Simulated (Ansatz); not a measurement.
# BW8C8: the cost of one run

All numbers below are computed with Ansatz 0.2.0 (DFT r2SCAN, plane waves, PAW, scalar-relativistic, no spin polarisation).

The COD cell was measured well above room temperature, so it is larger than a cold one.

**1. The starting structure**

The cell holds 17 atoms (C8BW8): a = 5.704 Å, b = 5.704 Å, c = 15.201 Å, α = 90.00°, β = 90.00°, γ = 120.00°.

As a file:

```xyz
17
Lattice="5.7041 0.0000 0.0000 -2.8520 4.9399 0.0000 0.0000 0.0000 15.2011" Properties=species:S:1:pos:R:3 pbc="T T T"
W     0.0000    0.0000    1.0000
C     1.4260    0.8233    2.4004
W     0.0000    0.0000    3.8008
C     1.4260    0.8233    5.2011
W    -1.4260    2.4699    1.0000
C     0.0000    3.2932    2.4004
W    -1.4260    2.4699    3.8008
C     0.0000    3.2932    5.2011
W     2.8520    0.0000    1.0000
C     4.2780    0.8233    2.4004
W     2.8520    0.0000    3.8008
C     4.2780    0.8233    5.2011
W     1.4260    2.4699    1.0000
C     2.8520    3.2932    2.4004
W     1.4260    2.4699    3.8008
C     2.8520    3.2932    5.2011
B     2.7903    1.5862    5.7611
```

**2. Preparing the start**

input.yaml

```yaml
accuracy: low
crystal:
  lattice:
    - [5.70406, 0.0, 0.0]
    - [-2.85203, 4.939861, 0.0]
    - [0.0, 0.0, 15.20114]
  atoms:
    - { symbol: W, position: [0.0, 0.0, 0.0657845] }
    - { symbol: C, position: [0.3333333, 0.1666667, 0.1579079] }
    - { symbol: W, position: [0.0, 0.0, 0.2500312] }
    - { symbol: C, position: [0.3333333, 0.1666667, 0.3421546] }
    - { symbol: W, position: [0.0, 0.5, 0.0657845] }
    - { symbol: C, position: [0.3333333, 0.6666667, 0.1579079] }
    - { symbol: W, position: [0.0, 0.5, 0.2500312] }
    - { symbol: C, position: [0.3333333, 0.6666667, 0.3421546] }
    - { symbol: W, position: [0.5, 0.0, 0.0657845] }
    - { symbol: C, position: [0.8333333, 0.1666667, 0.1579079] }
    - { symbol: W, position: [0.5, 0.0, 0.2500312] }
    - { symbol: C, position: [0.8333333, 0.1666667, 0.3421546] }
    - { symbol: W, position: [0.5, 0.5, 0.0657845] }
    - { symbol: C, position: [0.8333333, 0.6666667, 0.1579079] }
    - { symbol: W, position: [0.5, 0.5, 0.2500312] }
    - { symbol: C, position: [0.8333333, 0.6666667, 0.3421546] }
    - { symbol: B, position: [0.6497329, 0.3211069, 0.3789939] }
basis:
  ecutwfc: 500.0
kpoints:
  mp_grid: { grid: [2, 2, 1] }
hamiltonian:
  xc: r2scan
  pseudopotentials: { kind: paw, azcp: { folder: soft_1 } }
scf:
  occupations: { method: fermi_dirac, width: 0.05 }
  lower_state_search: "off"
relax:
  f_tol: 0.08
  max_steps: 25
  adjacent_minimum: "off"
  constraints: [{ sites: [0, 4, 8, 12] }]
```

Command:

```
$ ansatz run input.yaml --threads 2 --pin off --max-ram 5120MiB --backend cpu --events-out ev --progress --plain --runs-dir out
```

**Question.** How long does this run take on 2 threads of Arm Neoverse V1, shared host, and how much memory does it need?

About 2.1 min, with a peak of 1.3 GiB.
